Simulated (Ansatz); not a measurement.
# ZrRh3: the cost of one run

Method: DFT LDA, scalar-relativistic, plane waves, PAW, in Ansatz 0.2.0.

1 further run of the same task is left out (set aside as unsound or not needed).

## Step 1: The structure to begin with

It takes space group Pm-3m (No. 221, cubic). The conventional cell has a = 3.879 Å, b = 3.879 Å, c = 3.879 Å, α = 90.00°, β = 90.00°, γ = 90.00°. Zr (site symmetry m-3m) has 12 Rh at 2.74 Å as nearest neighbours. Rh (site symmetry 4/mmm) is surrounded by 4 Zr at 2.74 Å and 8 Rh at 2.74 Å.

Structure file:

```
CELL_PARAMETERS angstrom
3.87871 0.00000 0.00000
0.00000 3.87871 0.00000
0.00000 0.00000 3.87871
ATOMIC_POSITIONS crystal
Zr 0.00000 0.00000 0.00000
Rh 0.00000 0.50000 0.50000
Rh 0.50000 0.00000 0.50000
Rh 0.50000 0.50000 0.00000
```

It is the result of an earlier relaxation at this level (volume 14.59 Å³/atom; gap on the mesh: none (metal)).

## Step 2: Relaxing at 8 GPa

What is minimised here is the enthalpy; the energy can go up as the cell is squeezed.

File input.yaml:

```yaml
crystal:
  lattice:
    - [3.8787116217, 0.0, 0.0]
    - [0.0, 3.8787116217, 0.0]
    - [0.0, 0.0, 3.8787116217]
  atoms:
    - { symbol: Zr, position: [0.0, 0.0, 0.0] }
    - { symbol: Rh, position: [0.0, 0.5, 0.5] }
    - { symbol: Rh, position: [0.5, 0.0, 0.5] }
    - { symbol: Rh, position: [0.5, 0.5, 0.0] }
basis:
  ecutwfc: 420
kpoints:
  mp_grid: { grid: [12, 12, 12] }
hamiltonian:
  xc: lda
scf:
  occupations: { method: fermi_dirac, width: 0.15 }
output:
  forces: true
  stress: true
  eigenvalues: true
relax:
  adjacent_minimum: "off"
  f_tol: 0.001
  max_steps: 60
  cell: { stress_tol: 0.02, p_target: 8.0 }
```

On the command line:

```console
ansatz run input.yaml --threads 1 --pin off --max-ram 3072MiB --backend cpu --events-out ev --progress --plain --runs-dir out
```

Q: Estimate wall time and peak memory on 1 thread of Intel Xeon Platinum 8488C (Sapphire Rapids), shared host.

About 35 s, with a peak of 0.5 GiB.
